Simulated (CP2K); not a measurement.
# Sn3Te (I4/mmm) in CP2K: notebook

The runs below take Sn3Te through band structure, with PBEsol, LDA, r2SCAN.

Program: CP2K 2026.2. These are calculated values, not measurements. Logs are shortened: lines on timing, memory, paths and dates and some standing lists are left out, and cuts for length are marked.

## Step 1: The structure

Symmetry: I4/mmm, No. 139, tetragonal system. Conventional cell: a = 4.602 Å, b = 4.602 Å, c = 11.033 Å, α = 90.00°, β = 90.00°, γ = 90.00°. Te (site symmetry 4/mmm) is surrounded by 12 Sn at 3.25 to 3.59 Å. Sn (site symmetry 4/mmm) has 4 Te at 3.25 Å and 8 Sn at 3.59 Å as nearest neighbours. Sn (site symmetry -4m2) has 8 Sn at 3.25 to 3.59 Å and 4 Te at 3.59 Å as nearest neighbours.

The cell comes from a database or a generator and needn't be the stable form of this composition.

## Step 2: Band structure, PBEsol

The input, sn3te_bands.inp:

```
&GLOBAL
  PROJECT sn3te_bands
  RUN_TYPE ENERGY_FORCE
  PRINT_LEVEL LOW
&END GLOBAL
&FORCE_EVAL
  METHOD QS
  STRESS_TENSOR ANALYTICAL
  &DFT
    BASIS_SET_FILE_NAME BASIS_MOLOPT_UZH
    POTENTIAL_FILE_NAME POTENTIAL_UZH
    &MGRID
      CUTOFF 450
      REL_CUTOFF 60
      NGRIDS 5
    &END MGRID
    &QS
      METHOD GPW
      EPS_DEFAULT 1.0E-9
    &END QS
    &KPOINTS
      SCHEME MONKHORST-PACK 8 8 8
      GAMMA_CENTERED T
      SYMMETRY T
      SYMMETRY_BACKEND SPGLIB
    &END KPOINTS
    &SCF
      SCF_GUESS ATOMIC
      EPS_SCF 1.0E-6
      MAX_SCF 100
      ADDED_MOS 14
      CHOLESKY OFF
      EPS_EIGVAL 1.0E-7
      &DIAGONALIZATION ON
        ALGORITHM STANDARD
      &END DIAGONALIZATION
      &MIXING ON
        METHOD BROYDEN_MIXING
        ALPHA 0.4
        BETA 1.5
        NBUFFER 8
      &END MIXING
      &SMEAR ON
        METHOD FERMI_DIRAC
        ELECTRONIC_TEMPERATURE [K] 1160.452
      &END SMEAR
    &END SCF
    &XC
      &XC_FUNCTIONAL
        &GGA_X_PBE_SOL
        &END GGA_X_PBE_SOL
        &GGA_C_PBE_SOL
        &END GGA_C_PBE_SOL
      &END XC_FUNCTIONAL
    &END XC
    &PRINT
      &KPOINTS ON
      &END KPOINTS
      &MULLIKEN ON
      &END MULLIKEN
      &MO ON
        ENERGIES T
        OCCUPATION_NUMBERS T
        &EACH
          QS_SCF 0
        &END EACH
        ADD_LAST NUMERIC
      &END MO
      &BAND_STRUCTURE
        FILE_NAME bands.bs
        ADDED_MOS 6
        &KPOINT_SET
          UNITS B_VECTOR
          NPOINTS 6
          SPECIAL_POINT GAMMA 0.00000000 0.00000000 0.00000000
          SPECIAL_POINT X 0.50000000 -0.50000000 0.00000000
          SPECIAL_POINT Y 0.50000000 -0.50000000 0.08698427
          SPECIAL_POINT S 0.29349213 -0.29349213 0.29349213
          SPECIAL_POINT GAMMA 0.00000000 0.00000000 0.00000000
          SPECIAL_POINT Z 0.50000000 0.50000000 -0.50000000
          SPECIAL_POINT S1 0.70650787 0.29349213 -0.29349213
          SPECIAL_POINT N 0.50000000 0.00000000 0.00000000
          SPECIAL_POINT P 0.75000000 -0.25000000 -0.25000000
          SPECIAL_POINT Y1 0.91301573 0.08698427 -0.50000000
          SPECIAL_POINT Z 0.50000000 0.50000000 -0.50000000
        &END KPOINT_SET
        &KPOINT_SET
          UNITS B_VECTOR
          NPOINTS 6
          SPECIAL_POINT X 0.50000000 -0.50000000 0.00000000
          SPECIAL_POINT P 0.75000000 -0.25000000 -0.25000000
        &END KPOINT_SET
      &END BAND_STRUCTURE
    &END PRINT
  &END DFT
  &SUBSYS
    &CELL
      ABC 6.4046876962 6.4046876963 6.4046876963
      ALPHA_BETA_GAMMA 137.8913314068 137.8913314068 61.0694703356
      PERIODIC XYZ
    &END CELL
    &COORD
      SCALED
      Te  0.0000000000 0.0000000000 0.0000000000
      Sn  0.5000000000 0.5000000000 0.0000000000
      Sn  0.2500000000 0.7500000000 0.5000000000
      Sn  0.7500000000 0.2500000000 0.5000000000
    &END COORD
    &KIND Te
      BASIS_SET TZVP-MOLOPT-PBE-GTH-q6
      POTENTIAL GTH-PBE-q6
    &END KIND
    &KIND Sn
      BASIS_SET TZVP-MOLOPT-PBE-GTH-q4
      POTENTIAL GTH-PBE-q4
    &END KIND
    &PRINT
      &ATOMIC_COORDINATES ON
      &END ATOMIC_COORDINATES
      &CELL ON
      &END CELL
      &SYMMETRY ON
      &END SYMMETRY
    &END PRINT
  &END SUBSYS
  &PRINT
    &FORCES ON
    &END FORCES
    &STRESS_TENSOR ON
    &END STRESS_TENSOR
  &END PRINT
&END FORCE_EVAL
```

Potentials or basis: POTENTIAL_UZH Te GTH-PBE-q6, Sn GTH-PBE-q4; TZVP-MOLOPT-PBE-GTH basis.

Command:

```bash
$ OMP_NUM_THREADS=1 mpirun -n 3 cp2k.psmp -i sn3te_bands.inp -o sn3te_bands.out
```

sn3te_bands.out:

```text

 CP2K| version string:                                       CP2K version 2026.2
 CP2K| Input file name                                           sn3te_bands.inp

 GLOBAL| Force Environment number                                              1
 GLOBAL| Basis set file name                                    BASIS_MOLOPT_UZH
 GLOBAL| Potential file name                                       POTENTIAL_UZH
 GLOBAL| MM Potential file name                                     MM_POTENTIAL
 GLOBAL| Coordinate file name                                      __STD_INPUT__
 GLOBAL| Method name                                                        CP2K
 GLOBAL| Project name                                                sn3te_bands
 GLOBAL| Run type                                                   ENERGY_FORCE
 GLOBAL| FFT library                                                       FFTW3
 GLOBAL| Diagonalization library                                       ScaLAPACK
 GLOBAL| Cholesky decomposition library                                ScaLAPACK
 GLOBAL| DGEMM library                                                      BLAS
 GLOBAL| Direct generalized diagonalization requested                          F
 GLOBAL| Matrix multiplication library                                 ScaLAPACK
 GLOBAL| Global print level                                                  LOW
 GLOBAL| Total number of message passing processes                             3
 GLOBAL| Number of threads for this process                                    1
 GLOBAL| CPU model name                                                  UNKNOWN

 CELL| Volume [angstrom^3]:                                           116.820790
 CELL| Vector a [angstrom]:       6.405     0.000     0.000   |a| =     6.404688
 CELL| Vector b [angstrom]:       3.098     5.605     0.000   |b| =     6.404688
 CELL| Vector c [angstrom]:      -4.751    -2.803     3.254   |c| =     6.404688
 CELL| Angle (b,c), alpha [degree]:                                   137.891331
 CELL| Angle (a,c), beta  [degree]:                                   137.891331
 CELL| Angle (a,b), gamma [degree]:                                    61.069470
 CELL| Numerically orthorhombic:                                              NO
 CELL| Periodicity                                                           XYZ

 CELL_REF| Volume [angstrom^3]:                                       116.820790
 CELL_REF| Vector a [angstrom     6.405     0.000     0.000   |a| =     6.404688
 CELL_REF| Vector b [angstrom     3.098     5.605     0.000   |b| =     6.404688
 CELL_REF| Vector c [angstrom    -4.751    -2.803     3.254   |c| =     6.404688
 CELL_REF| Angle (b,c), alpha [degree]:                               137.891331
 CELL_REF| Angle (a,c), beta  [degree]:                               137.891331
 CELL_REF| Angle (a,b), gamma [degree]:                                61.069470
 CELL_REF| Numerically orthorhombic:                                          NO
 CELL_REF| Periodicity                                                       XYZ
[... 10 lines left out ...]

  Total number of            - Atomic kinds:                                   2
                             - Atoms:                                          4
                             - Shell sets:                                     4
                             - Shells:                                        28
                             - Primitive Cartesian functions:                 16
                             - Cartesian basis functions:                     72
                             - Spherical basis functions:                     68

  Maximum angular momentum of- Orbital basis functions:                        2
                             - Local part of the GTH pseudopotential:          0
                             - Non-local part of the GTH pseudopotential:      4

 MODULE QUICKSTEP: ATOMIC COORDINATES IN ANGSTROM

   Atom Kind Element         X             Y             Z       Z(eff)     Mass
      1    1 Te   52      0.000000      0.000000      0.000000   6.0000 127.6000
      2    2 Sn   50      4.751474      2.802713      0.000000   4.0000 118.7100
      3    2 Sn   50      1.549130      2.802713      1.626985   4.0000 118.7100
      4    2 Sn   50      3.202344     -0.000000      1.626985   4.0000 118.7100

 Crystal Symmetry Information
       International Symbol:                                              I4/mmm
       Point Group Symbol:                                                 4/mmm
       Schoenflies Symbol:                                                D4h^17
       Number of Symmetry Operations:                                         16

 SCF PARAMETERS         Density guess:                                    ATOMIC
                        --------------------------------------------------------
                        max_scf:                                             100
[... 76 lines left out ...]

 Extrapolation method: initial_guess

 Number of electrons:                                                         18
 Number of occupied orbitals:                                                  9
 Number of molecular orbitals:                                                23

 Number of orbital functions:                                                 68
 Number of independent orbital functions:                                     68

 SCF WAVEFUNCTION OPTIMIZATION

  Step     Update method      Time    Convergence         Total energy    Change
  ------------------------------------------------------------------------------
     1 NoMix/Diag. 0.40E+00    1.2     0.54917757       -18.7737725452 -1.88E+01
     2 Broy./Diag. 0.40E+00    1.1     0.00951675       -18.8740499240 -1.00E-01
     3 Broy./Diag. 0.40E+00    1.1     0.03434982       -18.6673674818  2.07E-01
     4 Broy./Diag. 0.40E+00    1.1     0.00307463       -18.6342854560  3.31E-02
     5 Broy./Diag. 0.40E+00    1.1     0.00260388       -18.6034082973  3.09E-02
     6 Broy./Diag. 0.40E+00    1.1     0.00044682       -18.5987728350  4.64E-03
     7 Broy./Diag. 0.40E+00    1.1     0.00021609       -18.5985921449  1.81E-04
     8 Broy./Diag. 0.40E+00    1.1     0.00018650       -18.5996533359 -1.06E-03
     9 Broy./Diag. 0.40E+00    1.1     0.00003008       -18.5999779231 -3.25E-04
    10 Broy./Diag. 0.40E+00    1.1     0.00002955       -18.6001225383 -1.45E-04
    11 Broy./Diag. 0.40E+00    1.1     0.00000547       -18.6001047366  1.78E-05
    12 Broy./Diag. 0.40E+00    1.1     0.00000455       -18.6001007620  3.97E-06
    13 Broy./Diag. 0.40E+00    1.1     0.00000080       -18.6001002368  5.25E-07

  *** SCF run converged in    13 steps ***

  Electronic density on regular grids:        -17.9999999994        0.0000000006
  Core density on regular grids:               17.9999999309       -0.0000000691
  Total charge density on r-space grids:       -0.0000000685
  Total charge density g-space grids:          -0.0000000685

  Overlap energy of the core charge distribution:               0.00000000000967
  Self energy of the core charge distribution:                -40.04267338419024
  Core Hamiltonian energy:                                      8.10887190844466
  Hartree energy:                                              18.14797696433845
  Exchange-correlation energy:                                 -4.81176544966730
  Electronic entropic energy:                                  -0.00251027579177
  Fermi energy:                                                 0.18906864767889

  Total energy:                                               -18.60010023683711
  Total energy (extrapolated to T->0):                        -18.59884509894123

 MO| EIGENVALUES AND OCCUPATION NUMBERS FOR K POINT 1
 MO|
 MO|  Index      Eigenvalue [a.u.]        Eigenvalue [eV]             Occupation
 MO|      1              -0.237084              -6.451378               2.000000
 MO|      2              -0.128091              -3.485523               2.000000
 MO|      3              -0.080052              -2.178338               2.000000
 MO|      4              -0.048327              -1.315036               2.000000
 MO|      5               0.077732               2.115187               2.000000
 MO|      6               0.085078               2.315099               2.000000
[... 392 lines left out ...]
 MO|     22               0.565642              15.391890               0.000000
 MO|     23               0.611202              16.631652               0.000000
 MO| Sum:                                                              17.864591
 MO| E(Fermi):            0.189069 a.u.          5.144820 eV

 [... the levels of further k-points ...]

 !-----------------------------------------------------------------------------!
                     Mulliken Population Analysis

 #  Atom  Element  Kind  Atomic population                           Net charge
       1     Te       1          6.256117                             -0.256117
       2     Sn       2          3.896530                              0.103470
       3     Sn       2          3.923677                              0.076323
       4     Sn       2          3.923676                              0.076324
 # Total charge                             18.000000                  0.000000

 !-----------------------------------------------------------------------------!

 KPOINTS| Band Structure Calculation
 KPOINTS| Number of k-point sets                                               2
 KPOINTS| Number of added MOs/bands                                            6
 KPOINTS| Number of k-points in set    1                                      61
 KPOINTS| In units of b-vector [2pi/Bohr]
 KPOINTS| Special point     1       GAMMA     0.000000     0.000000     0.000000
 KPOINTS| Special point     2           X     0.500000    -0.500000     0.000000
 KPOINTS| Special point     3           Y     0.500000    -0.500000     0.086984
 KPOINTS| Special point     4           S     0.293492    -0.293492     0.293492
 KPOINTS| Special point     5       GAMMA     0.000000     0.000000     0.000000
 KPOINTS| Special point     6           Z     0.500000     0.500000    -0.500000
 KPOINTS| Special point     7          S1     0.706508     0.293492    -0.293492
 KPOINTS| Special point     8           N     0.500000     0.000000     0.000000
 KPOINTS| Special point     9           P     0.750000    -0.250000    -0.250000
 KPOINTS| Special point    10          Y1     0.913016     0.086984    -0.500000
 KPOINTS| Special point    11           Z     0.500000     0.500000    -0.500000
 KPOINTS| Number of k-points in set    2                                       7
 KPOINTS| In units of b-vector [2pi/Bohr]
 KPOINTS| Special point     1           X     0.500000    -0.500000     0.000000
 KPOINTS| Special point     2           P     0.750000    -0.250000    -0.250000

 ENERGY| Total FORCE_EVAL ( QS ) energy [hartree]            -18.600100346353802

 FORCES| Atomic forces [hartree/bohr]
 FORCES|   Atom     x               y               z               |f|
 FORCES|      1  1.39063379E-09 -9.12342568E-10 -2.86491805E-08   2.86974175E-08
 FORCES|      2  3.37157862E-10 -1.52838737E-10  3.10693271E-08   3.10715323E-08
 FORCES|      3 -3.49069096E-09  9.62858881E-10 -6.62414434E-09   7.54925883E-09
 FORCES|      4  1.76219932E-09  1.04231609E-10  4.20751617E-09   4.56282840E-09
 FORCES| Sum    -6.99982343E-13  1.90918428E-12  3.51841871E-12
 FORCES| Total atomic force                                       4.06377043E-12

 STRESS| Analytical stress tensor [bar]
 STRESS|                        x                   y                   z
 STRESS|      x       -6.25144910965E+03  -2.31931245309E+03   8.27530006387E-03
 STRESS|      y       -2.31931245309E+03  -3.68739992295E+03   1.39425570633E-04
 STRESS|      z        8.27530006387E-03   1.39425570633E-04  -2.31928638996E+03
 STRESS| 1/3 Trace                                            -4.08604514085E+03
 STRESS| Determinant                                          -4.09873166977E+10

 STRESS| Eigenvectors and eigenvalues of the analytical stress tensor [bar]
 STRESS|                        1                   2                   3
 STRESS| Eigenvalues  -7.61948061251E+03  -2.31936862295E+03  -2.31928618710E+03
 STRESS|      x           0.861328225687     -0.507423402140      0.025202749758
 STRESS|      y           0.508048902796      0.860267906501     -0.042725184742
 STRESS|      z          -0.000001358174      0.049604636928      0.998768932233
```

It took 17 s on 3 MPI ranks of Arm Neoverse V2, shared host.

What came out:

| Item | Value |
| --- | --- |
| Free energy | -506.1345 eV |
| Pressure | -0.4 GPa |
| Band gap on the k mesh | none (metal or under the smearing width) |
| Mulliken charges | Te -0.26; Sn +0.10, +0.08 e |

Levels at the corners of the path, in eV from the Fermi level:
```
point  band 5  band 6  band 7  band 8  band 9  band 10  band 11  band 12  band 13  band 14
    Γ   -3.96   -3.15   -3.15   -1.64   -1.64    -0.37     0.44     2.79     2.79     5.29
    X   -5.31   -4.73   -3.21   -2.49   -1.62    -0.52     2.70     2.81     4.97     5.33
    Y   -4.71   -4.01   -3.14   -2.40   -1.51    -0.41     2.40     2.49     4.42     4.80
    S   -2.67   -2.49   -1.34   -0.52   -0.27    -0.17     1.17     1.18     1.81     2.44
    Γ   -3.96   -3.15   -3.15   -1.64   -1.64    -0.37     0.44     2.79     2.79     5.29
    Z   -3.80   -3.80   -1.08   -0.11   -0.11     0.55     1.66     2.24     3.61     3.61
   S1   -2.67   -2.49   -1.34   -0.52   -0.27    -0.17     1.17     1.18     1.81     2.44
    N   -2.41   -2.33   -1.97   -0.90   -0.69     0.72     1.08     1.12     1.32     1.71
    P   -4.36   -4.36   -4.12   -3.81   -0.10     1.15     1.15     1.43     5.00     5.00
   Y1   -4.71   -4.01   -3.14   -2.40   -1.51    -0.41     2.40     2.49     4.42     4.80
    Z   -3.80   -3.80   -1.08   -0.11   -0.11     0.55     1.66     2.24     3.61     3.61
    X   -5.31   -4.73   -3.21   -2.49   -1.62    -0.52     2.70     2.81     4.97     5.33
    P   -4.36   -4.36   -4.12   -3.81   -0.10     1.15     1.15     1.43     5.00     5.00
```

Caveat: Mulliken charges move with the basis; the potentials were made for another functional, which shifts forces and pressure; spin-orbit coupling is left out, which moves the levels of the heavy elements; the basis of atomic orbitals isn't converged, which shifts pressures, moduli and gaps.

(Part 1 of 2 ends here.)
